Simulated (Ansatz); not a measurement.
# C2H8BGaOSi: ionisation energy by level of theory

Aim: the vertical ionisation energy of C2H8BGaOSi, as cation minus neutral at the neutral's geometry, on several levels, and how well −ε(HOMO) stands in for it.

The runs use Ansatz 0.2.0, Gaussian basis; unrestricted cation, the program's frozen cores in correlated methods.

Plan: UKS PBE-D4/def2-TZVPP; UKS r2SCAN-D4/def2-TZVPP; UKS PBE0-D4/def2-TZVPP; UKS B3LYP-D4/def2-TZVPP; UKS wB97X-V/def2-TZVPP; UKS wB97M-V/def2-TZVPP; UKS B2PLYP/def2-TZVPP; UHF-CCSD(T)/def2-TZVPP; UHF-MP2/def2-QZVPP; extrapolation to the limit; then −ε(HOMO) from the neutral's earlier runs with LDA (SPW92), PBE-D4, revPBE-D4, BLYP-D4, r2SCAN-D4, B97M-V, PBE0-D4, B3LYP-D4, r2SCANh-D4, r2SCAN0-D4, HSE06-D4, BHLYP-D4, CAM-B3LYP-D4, LC-ωPBE, ωB97X-V, ωB97M-V.

## 1. The relaxed structure

The geometry comes from an earlier relaxation with PBE0-D4 in a triple-zeta def2 set; it is a stationary point, not always the lowest conformer.

SMILES `B/C=C\O[SiH2][GaH2]`, 14 atoms, charge 0, spin multiplicity 1.

Atoms are counted from 1 here; the program's logs count them from 0.

Bond lengths: B1–C2 1.520 Å, B1–H7 1.198 Å, B1–H8 1.196 Å, C2–C3 1.348 Å, C2–H9 1.087 Å, C3–O4 1.331 Å, C3–H10 1.094 Å, O4–Si5 1.675 Å, Si5–Ga6 2.424 Å, Si5–H11 1.491 Å, Si5–H12 1.485 Å, Ga6–H13 1.571 Å, Ga6–H14 1.571 Å. Angles: C2–B1–H7 120.1°, C2–B1–H8 120.9°, H7–B1–H8 119.0°, B1–C2–C3 124.7°, B1–C2–H9 121.6°, C3–C2–H9 113.7°, C2–C3–O4 124.2°, C2–C3–H10 121.1°, O4–C3–H10 114.7°, C3–O4–Si5 127.2°, O4–Si5–Ga6 114.3°, O4–Si5–H11 108.1°, O4–Si5–H12 104.4°, Ga6–Si5–H11 110.3°, Ga6–Si5–H12 111.6°, H11–Si5–H12 107.8°, Si5–Ga6–H13 118.1°, Si5–Ga6–H14 123.0° and more.

## 2. Cation, UKS PBE-D4/def2-TZVPP

Input file in.yaml:

```yaml
crystal:
  periodic: [false, false, false]
  atoms:
    - {symbol: B, position_ang: [-2.918347, 0.856696, -0.506298]}
    - {symbol: C, position_ang: [-1.763649, 1.117993, 0.446487]}
    - {symbol: C, position_ang: [-0.568342, 0.497992, 0.392301]}
    - {symbol: O, position_ang: [-0.239158, -0.412269, -0.520685]}
    - {symbol: Si, position_ang: [1.128774, -1.379218, -0.538870]}
    - {symbol: Ga, position_ang: [3.092495, -0.346518, 0.436358]}
    - {symbol: H, position_ang: [-3.945985, 1.460124, -0.384449]}
    - {symbol: H, position_ang: [-2.820215, 0.050040, -1.383891]}
    - {symbol: H, position_ang: [-1.842928, 1.844071, 1.251035]}
    - {symbol: H, position_ang: [0.221842, 0.729799, 1.112518]}
    - {symbol: H, position_ang: [0.806044, -2.650342, 0.170718]}
    - {symbol: H, position_ang: [1.334852, -1.700689, -1.973868]}
    - {symbol: H, position_ang: [4.459164, -1.113913, 0.336552]}
    - {symbol: H, position_ang: [3.055454, 1.046234, 1.162072]}
basis:
  gaussian: {orbitals: def2-TZVPP}
total_charge: 1
magnetization: {spin_polarized: true, initial_magnetization: 1}
hamiltonian: {xc: pbe, dispersion: d4}
```

Run with:

```bash
$ ansatz run in.yaml --threads 2 --pin off --events-out ev --progress --plain --max-ram 22528MiB --backend cuda --devices 0, --max-vram 18GiB
```

After this run come: Cation, UKS r2SCAN-D4/def2-TZVPP; Cation, UKS PBE0-D4/def2-TZVPP; Cation, UKS B3LYP-D4/def2-TZVPP; Cation, UKS wB97X-V/def2-TZVPP; Cation, UKS wB97M-V/def2-TZVPP; Cation, UKS B2PLYP (frozen core)/def2-TZVPP; Cation, UHF-CCSD(T)/def2-TZVPP; Cation, UHF-MP2/def2-QZVPP.

Q: Predict the results of all the runs planned. Wanted: ionisation energy, CCSD(T)/CBS; nearest functional by difference; nearest −ε(HOMO); −ε(HOMO) of PBE; T1 of the cation.

**Answer**, as computed:

| quantity | value |
| --- | --- |
| ionisation energy, CCSD(T)/CBS | 9.42 eV |
| nearest functional by difference | ωB97M-V (-0.20 eV) |
| nearest −ε(HOMO) | ωB97M-V (+0.01 eV) |
| −ε(HOMO) of PBE | 6.25 eV |
| T1 of the cation | 0.025 |

What this shows: Energy differences with functionals land within 0.61 eV of the reference. −ε(HOMO) of PBE misses by 3.2 eV, since self-interaction lifts the level. Among orbital estimates ωB97M-V comes nearest. Hartree-Fock falls 1.39 eV short, as the neutral has more correlation energy than the cation. Correlated methods include outer-core shells of Ga, which these sets cover unevenly. With outer-core shells in play the reference is unsure by up to some tenths of an eV, so close misses can't be ranked.
